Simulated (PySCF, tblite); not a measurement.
# C₇H₁₂F₂O: geometry, infrared bands and NMR shifts

What infrared bands and NMR shifts should C₇H₁₂F₂O (`C[C@@]1(F)C[C@H](F)CCCO1`) show?

Programs: tblite 0.8.0 and PySCF 2.14.0, with density-fitted response routines of our own. Each step states its level of theory. These are calculated values for one molecule in the gas phase, unless marked as measured. Atoms count from 0, in the outputs and in this text.

## (1) Starting geometry

22 atoms, charge 0, multiplicity 1; geometry from: force field or distance geometry start.

Bonds of the start (Å): C0–C1 1.53, C1–F2 1.38, C1–C3 1.53, C3–C4 1.51, C4–F5 1.37, C4–C6 1.52, C6–C7 1.52, C7–C8 1.52, C8–O9 1.41, O9–C1 1.42, C0–H10 1.09, C0–H11 1.09, C0–H12 1.09, C3–H13 1.10, C3–H14 1.10, C4–H15 1.09, C6–H16 1.09, C6–H17 1.10, C7–H18 1.10, C7–H19 1.10, C8–H20 1.10, C8–H21 1.09.

## (2) Geometry optimisation with GFN2-xTB

Job settings and geometry (Å):

```
{"job": {"kind": "relax", "xc": "GFN2-xTB", "basis": "xTB"}, "charge": 0, "multiplicity": 1}
C      2.562000    -0.225800    -0.311400
C      1.234500    -0.439600     0.417900
F      1.537800    -1.111800     1.584900
C      0.567200     0.883500     0.780800
C     -0.364800     1.405300    -0.279900
F     -0.529600     2.745100    -0.049800
C     -1.758300     0.790700    -0.233400
C     -1.835500    -0.684600    -0.599800
C     -0.842400    -1.579700     0.133000
O      0.451000    -1.319500    -0.365900
H      3.249400     0.364600     0.289600
H      3.031400    -1.187200    -0.521300
H      2.388800     0.279600    -1.260700
H      0.013600     0.756400     1.724400
H      1.325500     1.638500     1.030800
H      0.068300     1.317100    -1.275500
H     -2.421000     1.360500    -0.889600
H     -2.173400     0.924300     0.777400
H     -2.860200    -1.040300    -0.398600
H     -1.667200    -0.778500    -1.678200
H     -0.912100    -1.459800     1.224800
H     -1.075400    -2.619500    -0.100400
```

Run with:

```console
$ OMP_NUM_THREADS=1 python probes_run.py task.json out
```

The driver reads the jobs from task.json and runs them one after another.

**Question.** This job is followed by: GFN2-xTB harmonic vibrations, gas phase; GIAO PBE0/pcSseg-1 NMR shielding, non-relativistic, gas phase. What will the session give for the following? strongest single infrared mode (GFN2-xTB); zero-point energy (GFN2-xTB); ¹³C shifts against TMS (PBE0/pcSseg-1); ¹H shifts against TMS (PBE0/pcSseg-1, means over atoms taken as alike); ¹⁹F shifts against CFCl3 (PBE0/pcSseg-1); ¹⁷O shifts against H2O (PBE0/pcSseg-1).

**Answer**, as computed:

| quantity | value |
| --- | --- |
| strongest single infrared mode (GFN2-xTB) | 1093 cm⁻¹, 118 km/mol |
| zero-point energy (GFN2-xTB) | 114.3 kcal/mol |
| ¹³C shifts against TMS (PBE0/pcSseg-1) | 116.9, 92.2, 66.7, 51.5, 41.5, 30.1, 29.5 ppm |
| ¹H shifts against TMS (PBE0/pcSseg-1, means over atoms taken as alike) | 4.58, 3.96, 3.92, 2.63, 2.49, 2.38, 1.70, 1.66, 1.57, 1.48 ppm |
| ¹⁹F shifts against CFCl3 (PBE0/pcSseg-1) | -115.1, -195.6 ppm |
| ¹⁷O shifts against H2O (PBE0/pcSseg-1) | 118.1 ppm |

Relaxing lowered the energy by 0.126 eV in 58 steps; the close pair that moved most is C1–O9, from 1.415 to 1.376 Å. No mode is imaginary among the 60: a minimum at this level. The strongest single mode, at 1093 cm⁻¹, is spread over many atoms; the largest shares are those of C1, H12. GFN2-xTB is a fitted tight-binding method: band positions and strengths are rough. Its intensities can rank the bands wrongly. H15 (hydrogen on an sp3 CH bonded to F) lies farthest downfield among hydrogen, at 4.58 ppm; its carbon carries F, hence the downfield position. At PBE0/pcSseg-1: The widest tensor belongs to F2: span 176 ppm, with a paramagnetic part of -191 ppm.
